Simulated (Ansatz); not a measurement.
# C₂H₇FGeO₂: up Jacob's ladder to CCSD(T)

How much do the methods differ for C₂H₇FGeO₂? The plan is to run it at one geometry with functionals of several rungs and with coupled cluster. The yardstick is the atomisation energy at the CCSD(T) limit.

Computed with Ansatz 0.2.0, Gaussian basis. Level: functionals in def2-TZVPP, the program's frozen cores in correlated methods.

Levels to be run: PBE-D4, r2SCAN-D4, PBE0-D4, B3LYP-D4, ωB97X-V, ωB97M-V, B2PLYP; CCSD(T)/def2-TZVPP; MP2/def2-QZVPP; extrapolation to the limit.

## Step 1: Structure used throughout

An earlier PBE0-D4 in a triple-zeta def2 set relaxation fixed the geometry.

SMILES `C[O][GeH]([F])[O]C`, 13 atoms, charge 0, spin multiplicity 1.

Atoms are counted from 1 here; the program's logs count them from 0.

Bond lengths: C1–O2 1.414 Å, C1–H7 1.097 Å, C1–H8 1.091 Å, C1–H9 1.094 Å, O2–Ge3 1.754 Å, Ge3–F4 1.738 Å, Ge3–O5 1.742 Å, Ge3–H10 1.524 Å, O5–C6 1.418 Å, C6–H11 1.094 Å, C6–H12 1.094 Å, C6–H13 1.091 Å. Angles: O2–C1–H7 111.9°, O2–C1–H8 107.6°, O2–C1–H9 111.8°, H7–C1–H8 108.2°, H7–C1–H9 108.7°, H8–C1–H9 108.7°, C1–O2–Ge3 120.6°, O2–Ge3–F4 105.6°, O2–Ge3–O5 107.5°, O2–Ge3–H10 116.0°, F4–Ge3–O5 109.5°, F4–Ge3–H10 108.2°, O5–Ge3–H10 109.9°, Ge3–O5–C6 120.4°, O5–C6–H11 111.4°, O5–C6–H12 111.6°, O5–C6–H13 107.3°, H11–C6–H12 109.0° and more.

As a file:

```
atom     x (Å)     y (Å)     z (Å)
  C1   0.53652  -1.23543  -1.85995
  O2   0.45031  -0.88647  -0.49241
 Ge3   0.74323   0.76261   0.02866
  F4  -0.22908   1.76035  -1.00973
  O5   0.17375   0.90306   1.66904
  C6  -1.12649   0.45787   2.01760
  H7   1.55312  -1.10704  -2.25074
  H8   0.26896  -2.28982  -1.94806
  H9  -0.15214  -0.64671  -2.47365
 H10   2.18596   1.24601  -0.06314
 H11  -1.89852   1.06944   1.54024
 H12  -1.28182  -0.58931   1.74215
 H13  -1.22378   0.55544   3.09999
```

## Step 2: PBE-D4 (GGA)

in.yaml

```yaml
crystal:
  periodic: [false, false, false]
  atoms:
    - {symbol: C, position_ang: [0.536520, -1.235427, -1.859946]}
    - {symbol: O, position_ang: [0.450308, -0.886468, -0.492410]}
    - {symbol: Ge, position_ang: [0.743231, 0.762614, 0.028657]}
    - {symbol: F, position_ang: [-0.229077, 1.760345, -1.009731]}
    - {symbol: O, position_ang: [0.173755, 0.903064, 1.669039]}
    - {symbol: C, position_ang: [-1.126491, 0.457873, 2.017604]}
    - {symbol: H, position_ang: [1.553116, -1.107038, -2.250742]}
    - {symbol: H, position_ang: [0.268956, -2.289823, -1.948060]}
    - {symbol: H, position_ang: [-0.152142, -0.646711, -2.473652]}
    - {symbol: H, position_ang: [2.185960, 1.246006, -0.063141]}
    - {symbol: H, position_ang: [-1.898520, 1.069437, 1.540235]}
    - {symbol: H, position_ang: [-1.281823, -0.589311, 1.742155]}
    - {symbol: H, position_ang: [-1.223784, 0.555439, 3.099991]}
basis:
  gaussian: {orbitals: def2-TZVPP}
hamiltonian: {xc: pbe, dispersion: d4}
output: {forces: true, orbitals: {seedname: orbitals}}
```

Started as:

```console
$ ansatz run in.yaml --threads 2 --pin off --events-out ev --progress --plain --max-ram 22528MiB --backend cuda --devices 0, --max-vram 18GiB
```

The runs that follow: r2SCAN-D4 (meta-GGA); PBE0-D4 (hybrid); B3LYP-D4 (hybrid); ωB97X-V (range-separated); ωB97M-V (range-separated); B2PLYP (double hybrid); CCSD(T) in def2-TZVPP; MP2 in def2-QZVPP.

Before running them: what should the planned runs give, taken together? Wanted: atomisation energy, CCSD(T)/CBS; farthest; mean size of error, hybrid; mean size of error, range-separated; gap, smallest and largest; T1 diagnostic; triples share of the correlation energy.

**Answer**, as computed:

| quantity | value |
| --- | --- |
| atomisation energy, CCSD(T)/CBS | 1159.3 kcal/mol |
| functionals within 11.6 kcal/mol (1.0 %) | r2SCAN-D4, PBE0-D4, B3LYP-D4, ωB97X-V, ωB97M-V |
| farthest | B2PLYP (-16.3 kcal/mol) |
| mean size of error, hybrid | 10.3 kcal/mol |
| mean size of error, range-separated | 2.6 kcal/mol |
| gap, smallest and largest | 6.12 eV (PBE-D4), 13.53 eV (ωB97X-V) |
| T1 diagnostic | 0.0120 |
| triples share of the correlation energy | 3.4 % |

What this shows: PBE-D4 is off by +15.3 kcal/mol. Double hybrids carry the basis error of their MP2 part in triple zeta, and no dispersion term here, so their miss is partly the set-up's. The reference freezes the cores and leaves out relativity and excitations past (T), and its outer-core shells are covered unevenly, so misses under about 11.6 kcal/mol can't be ranked. Hartree-Fock recovers 71 % of the binding; the rest is correlation. Orbital gaps span 6.1 to 13.5 eV; exact exchange widens them. Correlated methods include outer-core shells of Ge, which these sets cover unevenly.
